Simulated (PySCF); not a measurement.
# Cu⁺: excitation energy in aug-cc-pwCVTZ-DK

Each state of copper is computed at each level; their differences give the excitation energy. How far do the methods differ?

The numbers are computed with PySCF 2.14.0 (unrestricted determinants in a Gaussian basis, no spin-orbit coupling in the energies), except any that are marked as measured or tabulated.

### Step 1. The system

```
Element                                   : copper (Z = 29)
Basis                                     : aug-cc-pwCVTZ-DK (10s9p7d4f3g, 127 functions)
Hamiltonian                               : the spin-free X2C one-electron Hamiltonian (Gaussian nucleus)
State 1                                   : Cu⁺: [Ar] 3d9 4s1, high-spin 3D determinant (an excited configuration)
Needed too, but not shown                 : Cu⁺ [Ar] 3d10 (1S)
Methods                                   : UHF, LDA, PBE, PBE0, r2SCAN, PW91, BHandHLYP, BP86, MP2
Core shells frozen in the correlated runs : valence: [Ar]; valence and next inner shell: [Ne]; all electrons: nothing (for Cu⁺)
```

The outer shells:

Cu+ [Ar] 3d9 4s1
```
[Ar] core
3d [↑↓][↑↓][↑↓][↑↓][↑ ]
4s [↑ ]
```

One driver process ran all states and methods and kept the integrals in memory. Each run is shown as a PySCF script that sums up its settings (the driver passes frozen orbitals as a list and adds second-order terms of double hybrids); the logs are those of the runs themselves. The driver starts from symmetry-adapted Hartree-Fock orbitals, holds the occupation by maximum overlap and uses a logarithmic radial grid for functionals, so a plain start would take other cycles.

It was started by

```
$ OMP_NUM_THREADS=1 python atomrun2.py TASK.json OUT
```

The integrals over 127 functions and the set-up took 11 s of CPU time.

### Step 2. Cu⁺ [Ar] 3d9 4s1: the ladder of methods

**UHF**

Input file input.py:

```python
from pyscf import gto, scf, dft, mp, cc
import basis_set_exchange as bse
mol = gto.M(atom="Cu 0 0 0", charge=1, spin=2, symmetry="D2h",
            basis=gto.basis.parse(bse.get_basis("aug-cc-pwCVTZ-DK", elements=["Cu"], fmt="nwchem", header=False)),
            nucmod="G")
mf = scf.UHF(mol).sfx2c1e()
mf.irrep_nelec = {'Ag': (6, 4), 'B1g': (1, 1), 'B2g': (1, 1), 'B3g': (1, 1), 'B1u': (2, 2), 'B2u': (2, 2), 'B3u': (2, 2)}
mf.kernel()
```

What it wrote:

```text
damping factor = 0
level_shift factor = 0
DIIS = <class 'pyscf.scf.diis.CDIIS'>
diis_start_cycle = 1
diis_space = 10
diis_damp = 0
SCF conv_tol = 1e-09
SCF conv_tol_grad = None
number electrons alpha = 15  beta = 13
cycle= 1 E= -1652.88402003178  delta_E= -0.00552  |g|= 0.0288  |ddm|= 0.0338
cycle= 2 E= -1652.884114053  delta_E= -9.4e-05  |g|= 0.0045  |ddm|= 0.00557
cycle= 3 E= -1652.88411813811  delta_E= -4.09e-06  |g|= 0.00157  |ddm|= 0.00275
cycle= 4 E= -1652.88411851426  delta_E= -3.76e-07  |g|= 0.000489  |ddm|= 0.000861
cycle= 5 E= -1652.88411862923  delta_E= -1.15e-07  |g|= 0.000114  |ddm|= 0.00061
cycle= 6 E= -1652.88411864399  delta_E= -1.48e-08  |g|= 3.09e-05  |ddm|= 0.00026
cycle= 7 E= -1652.88411864551  delta_E= -1.53e-09  |g|= 1.14e-05  |ddm|= 7.27e-05
cycle= 8 E= -1652.88411864578  delta_E= -2.66e-10  |g|= 3.06e-06  |ddm|= 3.85e-05
converged SCF energy = -1652.88411864578  <S^2> = 2.0008321  2S+1 = 3.0005547
```

It used 6.5 s of CPU time after the integrals (shared host).

The occupied shells:

```csv
shell,electrons,mean orbital energy (eV),spread (eV),rms radius (bohr)
1s α,1,-9062.5,0,0.0601
1s β,1,-9062.3,0,0.0601
2s α,1,-1150.1,0,0.254
2s β,1,-1148.9,0,0.254
2p α,3,-990.60,1.156,0.228
2p β,3,-989.54,0.059,0.228
3s α,1,-157.48,0,0.762
3s β,1,-154.32,0,0.762
3p α,3,-108.48,2.381,0.811
3p β,3,-105.01,1.689,0.811
3d α,5,-29.565,2.863,1.05
3d β,4,-27.883,2.214,1.05
4s α,1,-16.603,0,2.76
```

⟨S²⟩ = 2.001, ⟨L²⟩ = 6.02.

Spin-orbit constants on these orbitals (cm⁻¹; bare nucleus, screened nucleus, mean field): 3d 1403, 919.0, n/a. To first order in LS coupling the lowest level has J = 3 and lies 0.114 eV below the centre of the term.

**LDA**

input.py differs from the last one in:

```diff
@@ -5,3 +5,3 @@
             nucmod="G")
-mf = scf.UHF(mol).sfx2c1e()
+mf = dft.UKS(mol, xc="LDA,VWN").sfx2c1e()
 mf.irrep_nelec = {'Ag': (6, 4), 'B1g': (1, 1), 'B2g': (1, 1), 'B3g': (1, 1), 'B1u': (2, 2), 'B2u': (2, 2), 'B3u': (2, 2)}
```

What it wrote:

```text
damping factor = 0
level_shift factor = 0
DIIS = <class 'pyscf.scf.diis.CDIIS'>
diis_start_cycle = 1
diis_space = 10
diis_damp = 0
SCF conv_tol = 1e-09
SCF conv_tol_grad = None
number electrons alpha = 15  beta = 13
XC functionals = LDA,VWN
    P. A. M. Dirac.,  Math. Proc. Cambridge Philos. Soc. 26, 376 (1930)
    F. Bloch.,  Z. Phys. 57, 545 (1929)
    S. H. Vosko, L. Wilk, and M. Nusair.,  Can. J. Phys. 58, 1200 (1980)
cycle= 1 E= -1651.48965517998  delta_E= -0.0281  |g|= 0.317  |ddm|= 0.594
cycle= 2 E= -1651.43980494852  delta_E= 0.0499  |g|= 0.741  |ddm|= 0.402
cycle= 3 E= -1651.50493479456  delta_E= -0.0651  |g|= 0.0624  |ddm|= 0.226
cycle= 4 E= -1651.50556958836  delta_E= -0.000635  |g|= 0.00227  |ddm|= 0.0311
cycle= 5 E= -1651.50557022133  delta_E= -6.33e-07  |g|= 0.000186  |ddm|= 0.000754
cycle= 6 E= -1651.50557022644  delta_E= -5.11e-09  |g|= 6.21e-06  |ddm|= 0.000103
cycle= 7 E= -1651.50557022644  delta_E= -3.64e-12  |g|= 3.17e-06  |ddm|= 7.52e-06
converged SCF energy = -1651.50557022644  <S^2> = 2.0001565  2S+1 = 3.0001043
```

CPU time 2 s on a shared host, the integrals not counted.

**PBE**

input.py differs from the last one in:

```diff
@@ -5,3 +5,3 @@
             nucmod="G")
-mf = dft.UKS(mol, xc="LDA,VWN").sfx2c1e()
+mf = dft.UKS(mol, xc="PBE").sfx2c1e()
 mf.irrep_nelec = {'Ag': (6, 4), 'B1g': (1, 1), 'B2g': (1, 1), 'B3g': (1, 1), 'B1u': (2, 2), 'B2u': (2, 2), 'B3u': (2, 2)}
```

What it wrote:

```text
damping factor = 0
level_shift factor = 0
DIIS = <class 'pyscf.scf.diis.CDIIS'>
diis_start_cycle = 1
diis_space = 10
diis_damp = 0
SCF conv_tol = 1e-09
SCF conv_tol_grad = None
number electrons alpha = 15  beta = 13
XC functionals = PBE
    J. P. Perdew, K. Burke, and M. Ernzerhof.,  Phys. Rev. Lett. 77, 3865 (1996)
    J. P. Perdew, K. Burke, and M. Ernzerhof.,  Phys. Rev. Lett. 78, 1396 (1997)
    J. P. Perdew, K. Burke, and M. Ernzerhof.,  Phys. Rev. Lett. 77, 3865 (1996)
    J. P. Perdew, K. Burke, and M. Ernzerhof.,  Phys. Rev. Lett. 78, 1396 (1997)
cycle= 1 E= -1654.14106448087  delta_E= -0.0201  |g|= 0.278  |ddm|= 0.617
cycle= 2 E= -1654.10283863594  delta_E= 0.0382  |g|= 0.645  |ddm|= 0.359
cycle= 3 E= -1654.15303606198  delta_E= -0.0502  |g|= 0.0549  |ddm|= 0.198
cycle= 4 E= -1654.15353050517  delta_E= -0.000494  |g|= 0.001  |ddm|= 0.0269
cycle= 5 E= -1654.15353062441  delta_E= -1.19e-07  |g|= 0.000119  |ddm|= 0.000643
cycle= 6 E= -1654.15353062681  delta_E= -2.4e-09  |g|= 6.21e-06  |ddm|= 0.000123
cycle= 7 E= -1654.15353062682  delta_E= -5.46e-12  |g|= 2.85e-06  |ddm|= 8.07e-06
converged SCF energy = -1654.15353062682  <S^2> = 2.0003299  2S+1 = 3.0002199
```

CPU time 2.9 s on a shared host, the integrals not counted.

**PBE0**

input.py differs from the last one in:

```diff
@@ -5,3 +5,3 @@
             nucmod="G")
-mf = dft.UKS(mol, xc="PBE").sfx2c1e()
+mf = dft.UKS(mol, xc="PBE0").sfx2c1e()
 mf.irrep_nelec = {'Ag': (6, 4), 'B1g': (1, 1), 'B2g': (1, 1), 'B3g': (1, 1), 'B1u': (2, 2), 'B2u': (2, 2), 'B3u': (2, 2)}
```

What it wrote:

```text
damping factor = 0
level_shift factor = 0
DIIS = <class 'pyscf.scf.diis.CDIIS'>
diis_start_cycle = 1
diis_space = 10
diis_damp = 0
SCF conv_tol = 1e-09
SCF conv_tol_grad = None
number electrons alpha = 15  beta = 13
XC functionals = PBE0
    C. Adamo and V. Barone.,  J. Chem. Phys. 110, 6158 (1999)
    M. Ernzerhof and G. E. Scuseria.,  J. Chem. Phys. 110, 5029 (1999)
cycle= 1 E= -1654.15234143469  delta_E= -0.0159  |g|= 0.132  |ddm|= 0.458
cycle= 2 E= -1654.14779059885  delta_E= 0.00455  |g|= 0.248  |ddm|= 0.205
cycle= 3 E= -1654.15500854585  delta_E= -0.00722  |g|= 0.0152  |ddm|= 0.0794
cycle= 4 E= -1654.15504620314  delta_E= -3.77e-05  |g|= 0.0013  |ddm|= 0.00592
cycle= 5 E= -1654.15504649765  delta_E= -2.95e-07  |g|= 0.000161  |ddm|= 0.00209
cycle= 6 E= -1654.15504650652  delta_E= -8.87e-09  |g|= 2.08e-05  |ddm|= 0.000298
cycle= 7 E= -1654.15504650683  delta_E= -3.12e-10  |g|= 3.59e-06  |ddm|= 4.24e-05
converged SCF energy = -1654.15504650683  <S^2> = 2.0003592  2S+1 = 3.0002394
```

CPU time 5 s on a shared host, the integrals not counted.

**r2SCAN**

input.py differs from the last one in:

```diff
@@ -5,3 +5,3 @@
             nucmod="G")
-mf = dft.UKS(mol, xc="PBE0").sfx2c1e()
+mf = dft.UKS(mol, xc="R2SCAN").sfx2c1e()
 mf.irrep_nelec = {'Ag': (6, 4), 'B1g': (1, 1), 'B2g': (1, 1), 'B3g': (1, 1), 'B1u': (2, 2), 'B2u': (2, 2), 'B3u': (2, 2)}
```

What it wrote:

```text
damping factor = 0
level_shift factor = 0
DIIS = <class 'pyscf.scf.diis.CDIIS'>
diis_start_cycle = 1
diis_space = 10
diis_damp = 0
SCF conv_tol = 1e-09
SCF conv_tol_grad = None
number electrons alpha = 15  beta = 13
XC functionals = R2SCAN
    J. W. Furness, A. D. Kaplan, J. Ning, J. P. Perdew, and J. Sun.,  J. Phys. Chem. Lett. 11, 8208-8215 (2020)
    J. W. Furness, A. D. Kaplan, J. Ning, J. P. Perdew, and J. Sun.,  J. Phys. Chem. Lett. 11, 9248-9248 (2020)
    J. W. Furness, A. D. Kaplan, J. Ning, J. P. Perdew, and J. Sun.,  J. Phys. Chem. Lett. 11, 8208-8215 (2020)
    J. W. Furness, A. D. Kaplan, J. Ning, J. P. Perdew, and J. Sun.,  J. Phys. Chem. Lett. 11, 9248-9248 (2020)
cycle= 1 E= -1654.35781413081  delta_E= -0.0156  |g|= 0.184  |ddm|= 0.41
cycle= 2 E= -1654.34405153985  delta_E= 0.0138  |g|= 0.398  |ddm|= 0.257
cycle= 3 E= -1654.36322533114  delta_E= -0.0192  |g|= 0.0304  |ddm|= 0.121
cycle= 4 E= -1654.3633782982  delta_E= -0.000153  |g|= 0.00138  |ddm|= 0.0114
cycle= 5 E= -1654.36337899929  delta_E= -7.01e-07  |g|= 0.000261  |ddm|= 0.00345
cycle= 6 E= -1654.36337902355  delta_E= -2.43e-08  |g|= 1.29e-05  |ddm|= 0.000517
cycle= 7 E= -1654.36337902365  delta_E= -1.04e-10  |g|= 3.06e-06  |ddm|= 3.54e-05
converged SCF energy = -1654.36337902365  <S^2> = 2.0010293  2S+1 = 3.0006861
```

It used 6.5 s of CPU time after the integrals (shared host).

**PW91**

input.py differs from the last one in:

```diff
@@ -5,3 +5,3 @@
             nucmod="G")
-mf = dft.UKS(mol, xc="R2SCAN").sfx2c1e()
+mf = dft.UKS(mol, xc="PW91,PW91").sfx2c1e()
 mf.irrep_nelec = {'Ag': (6, 4), 'B1g': (1, 1), 'B2g': (1, 1), 'B3g': (1, 1), 'B1u': (2, 2), 'B2u': (2, 2), 'B3u': (2, 2)}
```

What it wrote:

```text
damping factor = 0
level_shift factor = 0
DIIS = <class 'pyscf.scf.diis.CDIIS'>
diis_start_cycle = 1
diis_space = 10
diis_damp = 0
SCF conv_tol = 1e-09
SCF conv_tol_grad = None
number electrons alpha = 15  beta = 13
XC functionals = PW91,PW91
    J. P. Perdew. In P. Ziesche and H. Eschrig, editors, Proceedings of the 75. WE-Heraeus-Seminar and 21st Annual International Symposium on Electronic Structure of Solids, 11. Berlin, 1991. Akademie Verlag.
    J. P. Perdew, J. A. Chevary, S. H. Vosko, K. A. Jackson, M. R. Pederson, D. J. Singh, and C. Fiolhais.,  Phys. Rev. B 46, 6671 (1992)
    J. P. Perdew, J. A. Chevary, S. H. Vosko, K. A. Jackson, M. R. Pederson, D. J. Singh, and C. Fiolhais.,  Phys. Rev. B 48, 4978 (1993)
    J. P. Perdew. In P. Ziesche and H. Eschrig, editors, Proceedings of the 75. WE-Heraeus-Seminar and 21st Annual International Symposium on Electronic Structure of Solids, 11. Berlin, 1991. Akademie Verlag.
    J. P. Perdew, J. A. Chevary, S. H. Vosko, K. A. Jackson, M. R. Pederson, D. J. Singh, and C. Fiolhais.,  Phys. Rev. B 46, 6671 (1992)
    J. P. Perdew, J. A. Chevary, S. H. Vosko, K. A. Jackson, M. R. Pederson, D. J. Singh, and C. Fiolhais.,  Phys. Rev. B 48, 4978 (1993)
cycle= 1 E= -1654.54871432474  delta_E= -0.0233  |g|= 0.255  |ddm|= 0.684
cycle= 2 E= -1654.51529921466  delta_E= 0.0334  |g|= 0.601  |ddm|= 0.334
cycle= 3 E= -1654.55915878068  delta_E= -0.0439  |g|= 0.0564  |ddm|= 0.179
cycle= 4 E= -1654.55968261265  delta_E= -0.000524  |g|= 0.000797  |ddm|= 0.0245
cycle= 5 E= -1654.55968269518  delta_E= -8.25e-08  |g|= 8.99e-05  |ddm|= 0.00117
cycle= 6 E= -1654.55968269684  delta_E= -1.66e-09  |g|= 7.22e-06  |ddm|= 0.000186
cycle= 7 E= -1654.55968269685  delta_E= -8.41e-12  |g|= 2.19e-06  |ddm|= 6.87e-06
converged SCF energy = -1654.55968269685  <S^2> = 2.000366  2S+1 = 3.000244
```

CPU time 3 s on a shared host, the integrals not counted.

**BHandHLYP**

input.py differs from the last one in:

```diff
@@ -5,3 +5,3 @@
             nucmod="G")
-mf = dft.UKS(mol, xc="PW91,PW91").sfx2c1e()
+mf = dft.UKS(mol, xc="BHANDHLYP").sfx2c1e()
 mf.irrep_nelec = {'Ag': (6, 4), 'B1g': (1, 1), 'B2g': (1, 1), 'B3g': (1, 1), 'B1u': (2, 2), 'B2u': (2, 2), 'B3u': (2, 2)}
```

What it wrote:

```text
damping factor = 0
level_shift factor = 0
DIIS = <class 'pyscf.scf.diis.CDIIS'>
diis_start_cycle = 1
diis_space = 10
diis_damp = 0
SCF conv_tol = 1e-09
SCF conv_tol_grad = None
number electrons alpha = 15  beta = 13
XC functionals = BHANDHLYP
    A. D. Becke.,  J. Chem. Phys. 98, 1372 (1993)
    Defined through Gaussian implementation.
cycle= 1 E= -1654.35427821533  delta_E= -0.0114  |g|= 0.0665  |ddm|= 0.327
cycle= 2 E= -1654.35385985944  delta_E= 0.000418  |g|= 0.0992  |ddm|= 0.126
cycle= 3 E= -1654.35499161547  delta_E= -0.00113  |g|= 0.00363  |ddm|= 0.0322
cycle= 4 E= -1654.35499553668  delta_E= -3.92e-06  |g|= 0.00129  |ddm|= 0.00785
cycle= 5 E= -1654.35499592776  delta_E= -3.91e-07  |g|= 0.000136  |ddm|= 0.00307
cycle= 6 E= -1654.35499594212  delta_E= -1.44e-08  |g|= 3.18e-05  |ddm|= 0.000378
cycle= 7 E= -1654.35499594434  delta_E= -2.22e-09  |g|= 8.09e-06  |ddm|= 0.000104
cycle= 8 E= -1654.35499594448  delta_E= -1.42e-10  |g|= 1.2e-06  |ddm|= 3.01e-05
converged SCF energy = -1654.35499594448  <S^2> = 2.0004205  2S+1 = 3.0002803
```

CPU time 5.6 s on a shared host, the integrals not counted.

**BP86**

input.py differs from the last one in:

```diff
@@ -5,3 +5,3 @@
             nucmod="G")
-mf = dft.UKS(mol, xc="BHANDHLYP").sfx2c1e()
+mf = dft.UKS(mol, xc="B88,P86").sfx2c1e()
 mf.irrep_nelec = {'Ag': (6, 4), 'B1g': (1, 1), 'B2g': (1, 1), 'B3g': (1, 1), 'B1u': (2, 2), 'B2u': (2, 2), 'B3u': (2, 2)}
```

What it wrote:

```text
damping factor = 0
level_shift factor = 0
DIIS = <class 'pyscf.scf.diis.CDIIS'>
diis_start_cycle = 1
diis_space = 10
diis_damp = 0
SCF conv_tol = 1e-09
SCF conv_tol_grad = None
number electrons alpha = 15  beta = 13
XC functionals = B88,P86
    A. D. Becke.,  Phys. Rev. A 38, 3098 (1988)
    J. P. Perdew.,  Phys. Rev. B 33, 8822 (1986)
cycle= 1 E= -1654.655115264  delta_E= -0.0224  |g|= 0.27  |ddm|= 0.565
cycle= 2 E= -1654.61853296  delta_E= 0.0366  |g|= 0.631  |ddm|= 0.378
cycle= 3 E= -1654.6666053728  delta_E= -0.0481  |g|= 0.0571  |ddm|= 0.191
cycle= 4 E= -1654.66713979485  delta_E= -0.000534  |g|= 0.000944  |ddm|= 0.0245
cycle= 5 E= -1654.667139895  delta_E= -1e-07  |g|= 0.000179  |ddm|= 0.00104
cycle= 6 E= -1654.66713990018  delta_E= -5.18e-09  |g|= 6.24e-06  |ddm|= 0.000233
cycle= 7 E= -1654.66713990019  delta_E= -1.09e-11  |g|= 3.07e-06  |ddm|= 8.78e-06
converged SCF energy = -1654.66713990019  <S^2> = 2.0004011  2S+1 = 3.0002674
```

CPU time 2.9 s on a shared host, the integrals not counted.

**MP2 (valence)**

input.py differs from the last one in:

```diff
@@ -5,4 +5,5 @@
             nucmod="G")
-mf = dft.UKS(mol, xc="B88,P86").sfx2c1e()
+mf = scf.UHF(mol).sfx2c1e()
 mf.irrep_nelec = {'Ag': (6, 4), 'B1g': (1, 1), 'B2g': (1, 1), 'B3g': (1, 1), 'B1u': (2, 2), 'B2u': (2, 2), 'B3u': (2, 2)}
 mf.kernel()
+mp.UMP2(mf, frozen=9).kernel()
```

The driver printed no log here.

It used 1.9 s of CPU time after the integrals (shared host).

With 10 electrons correlated, the MP2 correlation energy is -0.40931 hartree (-0.14958 same spin, -0.25973 opposite spin); the SCS form gives -0.36154. Largest pairs of shells: 3d-3d -0.3791, 3d-4s -0.0302, 4s-4s 0.0000.

### Step 3. Cu⁺ [Ar] 3d9 4s1, continued

**MP2 (valence and next inner shell)**

Changes to input.py since step 2:

```diff
@@ -8,2 +8,2 @@
 mf.kernel()
-mp.UMP2(mf, frozen=9).kernel()
+mp.UMP2(mf, frozen=5).kernel()
```

This step left no log, only its results.

It used 2.1 s of CPU time after the integrals (shared host).

With 18 electrons correlated, the MP2 correlation energy is -0.86889 hartree (-0.28302 same spin, -0.58587 opposite spin); the SCS form gives -0.79738. Largest pairs of shells: 3d-3d -0.3791, 3p-3d -0.2785, 3p-3p -0.0710, 3s-3d -0.0619, 3s-3p -0.0369.

**MP2 (all electrons)**

input.py differs from the last one in:

```diff
@@ -8,2 +8,2 @@
 mf.kernel()
-mp.UMP2(mf, frozen=5).kernel()
+mp.UMP2(mf, frozen=0).kernel()
```

The driver printed no log here.

It used 2.9 s of CPU time after the integrals (shared host).

With 28 electrons correlated, the MP2 correlation energy is -1.13403 hartree (-0.37549 same spin, -0.75854 opposite spin); the SCS form gives -1.03541. Largest pairs of shells: 3d-3d -0.3791, 3p-3d -0.2785, 2p-2p -0.1082, 3p-3p -0.0710, 3s-3d -0.0619.

Radial density 4πr²ρ of Cu⁺ at UHF:

```csv
r (bohr),density,spin density
0.000925,0.273,0.000
0.00156,0.681,0.000
0.00262,1.66,0.001
0.00440,3.92,0.001
0.00740,8.70,0.003
0.0125,17.4,0.006
0.0209,28.8,0.009
0.0352,35.4,0.008
0.0593,30.2,0.000
0.0997,30.3,0.016
0.168,40.3,0.114
0.282,23.5,0.425
0.474,20.1,1.064
0.798,18.4,0.941
1.34,4.85,0.534
2.26,0.934,0.511
3.80,0.158,0.146
6.39,0.00366,0.004
```

### Step 4. The energy differences

Excitation energy: Cu⁺ [Ar] 3d10 (1S) → Cu⁺ [Ar] 3d9 4s1 (3D).

```csv
method,value (eV),error (eV)
UHF,0.643,-2.165
LDA,2.977,+0.169
PBE,2.644,-0.164
PBE0,2.315,-0.494
r2SCAN,2.235,-0.574
PW91,2.654,-0.154
BHandHLYP,1.875,-0.933
BP86,2.625,-0.183
MP2 (valence),3.416,+0.608
SCS-MP2 (valence),3.158,+0.350
MP2 (valence and next inner shell),3.953,+1.145
SCS-MP2 (valence and next inner shell),3.579,+0.771
MP2 (all electrons),3.970,+1.162
SCS-MP2 (all electrons),3.588,+0.780
```

Reference: 2.808 eV (measured; NIST levels, between the centres of gravity of the two terms). Errors of the correlated levels include the incompleteness of this basis.

The differences also use runs on Cu⁺ [Ar] 3d10 (1S), which are not shown here.

### Step 5. Outcome

```
                             quantity                                                     value
excitation energy, Cu⁺ → [Ar] 3d9 4s1  UHF 0.643, MP2 (all electrons) 3.970 eV; reference 2.808
```

Each level's miss (mean over 1 difference):

```csv
method,mean absolute miss against the measured value (with the measured fine structure taken into account where it is known) (eV)
UHF,2.165
LDA,0.169
PBE,0.164
PBE0,0.494
r2SCAN,0.574
PW91,0.154
BHandHLYP,0.933
BP86,0.183
MP2 (valence),0.608
SCS-MP2 (valence),0.350
MP2 (valence and next inner shell),1.145
SCS-MP2 (valence and next inner shell),0.771
MP2 (all electrons),1.162
SCS-MP2 (all electrons),0.780
```

**Reading.** PW91 lands nearest to the measured value (off by 0.15 eV), level with PBE; UHF misses by most (2.16 eV). PBE is off by -0.16 eV. All values hold for this basis alone; no basis-set limit was taken.
